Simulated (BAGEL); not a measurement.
**CH5FOSi (SMILES CO[SiH2]F): a chain of runs**

We compute the energy (HF/cc-pVDZ), then a single-point energy (NEVPT2(2,2)/cc-pVDZ), then a single-point energy (CASPT2(2,2)/cc-pVDZ) of CH5FOSi. 

Program for the calculation: BAGEL 1.2.2.

1 further run of the same task is left out (set aside as unsound or not needed).

## Step 1: The molecule

CH5FOSi: 9 atoms, total charge 0, spin state singlet. SMILES: `CO[SiH2]F`. The O2–Si3 distance was set to 4.543 Å, away from the relaxed value. At this shape a bond of the SMILES string is far longer than usual.

Bond lengths: C1–O2 1.412 Å, Si3–F4 1.598 Å, C1–H5 1.094 Å, C1–H6 1.091 Å, C1–H7 1.096 Å, Si3–H8 1.474 Å, Si3–H9 1.483 Å. Angles: O2–C1–H5 110.6°, O2–C1–H6 108.3°, O2–C1–H7 111.7°, F4–Si3–H8 108.2°, F4–Si3–H9 105.9°, H5–C1–H6 108.8°, H5–C1–H7 108.8°, H6–C1–H7 108.6°, H8–Si3–H9 114.2°.

## Step 2: A single-point energy at HF/cc-pVDZ (density fitting with svp-jkfit) (run 1)

File hf.json:

```json
{ "bagel" : [

{
  "title" : "molecule",
  "basis" : "cc-pvdz.json",
  "df_basis" : "svp-jkfit",
  "angstrom" : true,
  "geometry" : [
    { "atom" : "C", "xyz" : [   -1.922687,    3.064985,   -2.160608 ] },
    { "atom" : "O", "xyz" : [   -2.386087,    1.850085,   -1.610208 ] },
    { "atom" : "Si", "xyz" : [    0.168900,   -1.127700,    0.679900 ] },
    { "atom" : "F", "xyz" : [    1.202000,   -1.865200,   -0.290100 ] },
    { "atom" : "H", "xyz" : [   -1.452887,    2.893285,   -3.133008 ] },
    { "atom" : "H", "xyz" : [   -2.778387,    3.727885,   -2.295208 ] },
    { "atom" : "H", "xyz" : [   -1.199087,    3.557785,   -1.501208 ] },
    { "atom" : "H", "xyz" : [   -0.748200,   -2.141700,    1.231900 ] },
    { "atom" : "H", "xyz" : [    0.992400,   -0.434200,    1.700300 ] }
  ]
},
{ "title" : "hf" },
{ "title" : "print", "file" : "orbitals.molden", "orbitals" : true }

]}
```

The basis set cc-pVDZ is read from a file made from the Basis Set Exchange's data (not shown).

Launch:

```console
$ BAGEL_NUM_THREADS=1 BAGEL hf.json > hf.out
```

Log:

```text
* using 1 threads per process

  ===============================================================
  ===============================================================

  *** Geometry ***

  { "atom" : "C", "xyz" : [     -3.633352,      5.791982,     -4.082957 ] },
  { "atom" : "O", "xyz" : [     -4.509051,      3.496154,     -3.042852 ] },
  { "atom" : "Si", "xyz" : [      0.319175,     -2.131044,      1.284825 ] },
  { "atom" : "F", "xyz" : [      2.271451,     -3.524717,     -0.548210 ] },
  { "atom" : "H", "xyz" : [     -2.745559,      5.467516,     -5.920527 ] },
  { "atom" : "H", "xyz" : [     -5.250391,      7.044682,     -4.337315 ] },
  { "atom" : "H", "xyz" : [     -2.265946,      6.723239,     -2.836872 ] },
  { "atom" : "H", "xyz" : [     -1.413893,     -4.047226,      2.327954 ] },
  { "atom" : "H", "xyz" : [      1.875364,     -0.820519,      3.213101 ] },

  Number of auxiliary basis functions:      447

  Since a DF basis is specified, we compute 2- and 3-index integrals:
    o Being stored without compression. Storage requirement is 0.026 GB

  Number of basis functions:       85
  Number of electrons      :       42

    * METHOD: MOLECULE                             0.36

  *** RHF ***

  === Nuclear Repulsion ===
   131.7400300650

      * DIIS with orbital gradients will be used.

  === RHF iteration (cc-pvdz.json) ===
      0       -503.36820274          0.01873449           0.10
      1       -499.27524604          0.05174915           0.09
      2       -503.64286952          0.00934084           0.09
      3       -503.70544552          0.00488567           0.09
      4       -503.74965706          0.00189748           0.09
      5       -503.76146213          0.00338107           0.10
      6       -503.75903182          0.00434074           0.09
      7       -503.76690824          0.00284943           0.09
      8       -503.77269340          0.00081368           0.10
      9       -503.77318158          0.00008806           0.09
     10       -503.77318824          0.00001012           0.09
     11       -503.77318837          0.00000367           0.09
     12       -503.77318839          0.00000215           0.09
     13       -503.77318840          0.00000118           0.09
     14       -503.77318841          0.00000086           0.09
     15       -503.77318841          0.00000078           0.09
     16       -503.77318842          0.00000072           0.09
     17       -503.77318843          0.00000065           0.09
     18       -503.77318844          0.00000050           0.09
     19       -503.77318846          0.00000031           0.09
     20       -503.77318846          0.00000013           0.09
     21       -503.77318846          0.00000006           0.09
     22       -503.77318846          0.00000004           0.09
     23       -503.77318846          0.00000002           0.09
     24       -503.77318846          0.00000001           0.09
     25       -503.77318846          0.00000001           0.09
     26       -503.77318846          0.00000001           0.09
     27       -503.77318846          0.00000001           0.09
     28       -503.77318846          0.00000001           0.09
    * SCF iteration converged.

    * Permanent dipole moment:
           (   -1.169163,     0.951866,    -1.538655) a.u.

    * METHOD: HF                                   2.97

    * METHOD: PRINT                                0.03

  ===============================================================
```

Wall time 3.6 s (1 thread of Intel Xeon Platinum 8259CL at 2.50GHz (Skylake/Cascade Lake), shared host); peak memory 0.15 GiB.

## Step 3: The energy at NEVPT2(2,2)/cc-pVDZ (density fitting with svp-jkfit) (run 2)

File job.json:

```json
{ "bagel": [

{
  "title": "molecule",
  "basis": "cc-pvdz.json",
  "df_basis": "svp-jkfit",
  "angstrom": "true",
  "geometry": [
    { "atom": "C", "xyz": [      -1.922687,       3.064985,      -2.160608 ] },
    { "atom": "O", "xyz": [      -2.386087,       1.850085,      -1.610208 ] },
    { "atom": "Si", "xyz": [       0.168900,      -1.127700,       0.679900 ] },
    { "atom": "F", "xyz": [       1.202000,      -1.865200,      -0.290100 ] },
    { "atom": "H", "xyz": [      -1.452887,       2.893285,      -3.133008 ] },
    { "atom": "H", "xyz": [      -2.778387,       3.727885,      -2.295208 ] },
    { "atom": "H", "xyz": [      -1.199087,       3.557785,      -1.501208 ] },
    { "atom": "H", "xyz": [      -0.748200,      -2.141700,       1.231900 ] },
    { "atom": "H", "xyz": [       0.992400,      -0.434200,       1.700300 ] }
  ]
},

{
  "title": "hf"
},

{
  "title": "nevpt2",
  "nstate": 1,
  "nact": 2,
  "nclosed": 20,
  "active": [21, 22],
  "maxiter": 200,
  "natocc": "true",
  "ncore": 8
},

{
  "title": "print",
  "file": "orbitals.molden",
  "orbitals": "true"
}

]}
```

The basis set cc-pVDZ is read from a file made from the Basis Set Exchange's data (not shown).

Launch:

```console
$ BAGEL_NUM_THREADS=1 BAGEL job.json > job.out
```

Log:

```text
* using 1 threads per process

  ===============================================================
  ===============================================================

  *** Geometry ***

  { "atom" : "C", "xyz" : [     -3.633352,      5.791982,     -4.082957 ] },
  { "atom" : "O", "xyz" : [     -4.509051,      3.496154,     -3.042852 ] },
  { "atom" : "Si", "xyz" : [      0.319175,     -2.131044,      1.284825 ] },
[... 5 lines of this table left out ...]
  { "atom" : "H", "xyz" : [      1.875364,     -0.820519,      3.213101 ] },

  Number of auxiliary basis functions:      447

  Since a DF basis is specified, we compute 2- and 3-index integrals:
    o Being stored without compression. Storage requirement is 0.026 GB

  Number of basis functions:       85
  Number of electrons      :       42

    * METHOD: MOLECULE                             0.35

  *** RHF ***

  === Nuclear Repulsion ===
   131.7400300650

      * DIIS with orbital gradients will be used.

  === RHF iteration (cc-pvdz.json) ===
      0       -503.36820274          0.01873449           0.10
      1       -499.27524604          0.05174915           0.09
      2       -503.64286952          0.00934084           0.09
[... 25 lines of this table left out ...]
     28       -503.77318846          0.00000001           0.09
    * SCF iteration converged.

    * Permanent dipole moment:
           (   -1.169163,     0.951866,    -1.538655) a.u.

    * METHOD: HF                                   2.96

    * freezing 8 orbitals
  ---------------------------
      CASSCF calculation
  ---------------------------

    ==== Active orbitals : =====
         Orbital 21
         Orbital 22
    ============================

    * nstate   :      1
    * nclosed  :     20
    * nact     :      2
    * nvirt    :     63
  === CASSCF iteration (cc-pvdz.json) ===

    * Using the second-order algorithm

      0  0      -503.92648359     1.17e-02      0.03

      1  0      -503.96078978     1.88e-03      0.76
[... 15 lines of this table left out ...]
      9  0      -503.96202516     8.40e-09      0.64

    * Second-order optimization converged. *

     guess   0:   closed 1.                   open ..

  === FCI iteration ===

      0  0      -503.73701714     1.20e-01      0.00
      1  0      -503.95230992     3.22e-02      0.00
      2  0 *    -503.96202516     3.14e-16      0.00

     * ci vector, state   0, <S^2> = 0.0000
       2.     0.7219277391
       .2    -0.6919684527

  === DF-NEVPT2 calculation ===

    * 3-index integral transformation done
    * assembly done

      NEVPT2 correlation energy:   -0.5630413806      0.35

          (+0)     -0.4782733448
          (+0)'    -0.0113929763
          (+1)     -0.0206282197
          (+1)'    -0.0000000000
          (+2)     -0.0000049737
          (-1)     -0.0527319850
          (-1)'     0.0000000000
          (-2)     -0.0000098812

      NEVPT2 total energy:       -504.5250665420

    * METHOD: NEVPT2                               6.99

    * METHOD: PRINT                                0.03

  ===============================================================
```

Run time: 11 s. Hardware: 1 thread of Intel Xeon Platinum 8259CL at 2.50GHz (Skylake/Cascade Lake), shared host; peak memory 0.15 GiB.

## Step 4: A single-point energy at CASPT2(2,2)/cc-pVDZ (density fitting with svp-jkfit) (run 3)

File job.json:

```json
{ "bagel" : [

{
  "title" : "molecule",
  "basis" : "cc-pvdz.json",
  "df_basis" : "svp-jkfit",
  "angstrom" : true,
  "geometry" : [
    { "atom" : "C", "xyz" : [   -1.922687,    3.064985,   -2.160608 ] },
    { "atom" : "O", "xyz" : [   -2.386087,    1.850085,   -1.610208 ] },
    { "atom" : "Si", "xyz" : [    0.168900,   -1.127700,    0.679900 ] },
    { "atom" : "F", "xyz" : [    1.202000,   -1.865200,   -0.290100 ] },
    { "atom" : "H", "xyz" : [   -1.452887,    2.893285,   -3.133008 ] },
    { "atom" : "H", "xyz" : [   -2.778387,    3.727885,   -2.295208 ] },
    { "atom" : "H", "xyz" : [   -1.199087,    3.557785,   -1.501208 ] },
    { "atom" : "H", "xyz" : [   -0.748200,   -2.141700,    1.231900 ] },
    { "atom" : "H", "xyz" : [    0.992400,   -0.434200,    1.700300 ] }
  ]
},
{ "title" : "hf", "charge" : 0 },
{ "title" : "casscf", "nstate" : 1, "nact" : 2, "nclosed" : 20, "charge" : 0, "active" : [21, 22], "maxiter" : 200, "natocc" : true },
{ "title" : "print", "file" : "orbitals.molden", "orbitals" : true },
{ "title" : "smith", "method" : "caspt2", "ms" : true, "xms" : true, "sssr" : true, "shift" : 0.2, "shift_imag" : true, "ncore" : 8 }

]}
```

The basis set cc-pVDZ is read from a file made from the Basis Set Exchange's data (not shown).

Launch:

```console
$ BAGEL_NUM_THREADS=1 BAGEL job.json > job.out
```

Log:

```text
* using 1 threads per process

  ===============================================================
  ===============================================================

  *** Geometry ***

  { "atom" : "C", "xyz" : [     -3.633352,      5.791982,     -4.082957 ] },
  { "atom" : "O", "xyz" : [     -4.509051,      3.496154,     -3.042852 ] },
  { "atom" : "Si", "xyz" : [      0.319175,     -2.131044,      1.284825 ] },
[... 5 lines of this table left out ...]
  { "atom" : "H", "xyz" : [      1.875364,     -0.820519,      3.213101 ] },

  Number of auxiliary basis functions:      447

  Since a DF basis is specified, we compute 2- and 3-index integrals:
    o Being stored without compression. Storage requirement is 0.026 GB

  Number of basis functions:       85
  Number of electrons      :       42

    * METHOD: MOLECULE                             0.36

  *** RHF ***

  === Nuclear Repulsion ===
   131.7400300650

      * DIIS with orbital gradients will be used.

[... 6 lines left out ...]
    * SCF iteration converged.
[... 1 line left out ...]
    * Permanent dipole moment:
[... 27 lines left out ...]
    * Second-order optimization converged. *
[... 9 lines left out ...]
     * ci vector, state   0, <S^2> = 0.0000
[... 16 lines left out ...]
    * Zeroth order energy : state  0       -0.3456430303

    * CASPT2 iteration is performed using orthogonal basis

      -------------------------------------------  CASPT2 iteration  ---------------------------------------------------
       #      aibj      arbs      arbi      airj      risj      airs      arst      rist         Etot      error   time
      ------------------------------------------------------------------------------------------------------------------

       0  -0.47678  -0.00001  -0.05794  -0.02306  -0.00001  -0.01120   0.00000   0.00000   -0.5689982  0.0005128   0.25
       1  -0.47680  -0.00001  -0.05799  -0.02306  -0.00001  -0.01127  -0.00000  -0.00000   -0.5691493  0.0000619   0.22
       2  -0.47680  -0.00001  -0.05799  -0.02306  -0.00001  -0.01127  -0.00000  -0.00000   -0.5691517  0.0000085   0.22
       3  -0.47680  -0.00001  -0.05799  -0.02306  -0.00001  -0.01127  -0.00000  -0.00000   -0.5691518  0.0000010   0.22

      ------------------------------------------------------------------------------------------------------------------

    * CASPT2 energy : state  0     -504.5334604676
        w/o shift correction       -504.5311769122
        reference weight              0.8614668890

    * METHOD: SMITH                                1.37

  ===============================================================
```

Run time: 11 s. Hardware: 1 thread of Intel Xeon Platinum 8259CL at 2.50GHz (Skylake/Cascade Lake), shared host; peak memory 0.19 GiB.

## Step 5: Results

| quantity | value |
| --- | --- |
| run 1, HF/cc-pVDZ: total energy | -503.77319 Eh |
| run 1, HF/cc-pVDZ: dipole moment | 5.48 D |
| run 1, HF/cc-pVDZ: HOMO energy | -6.69 eV |
| run 1, HF/cc-pVDZ: LUMO energy | -2.83 eV |
| run 1, HF/cc-pVDZ: HOMO–LUMO gap | 3.86 eV |
| run 2, NEVPT2(2,2)/cc-pVDZ: total energy | -504.52507 Eh |
| run 3, CASPT2(2,2)/cc-pVDZ: total energy | -504.53346 Eh |

**Reading.** One bond (run 1, HF/cc-pVDZ) is far stretched, which a spin-restricted single reference describes badly; a broken-symmetry solution may lie lower.
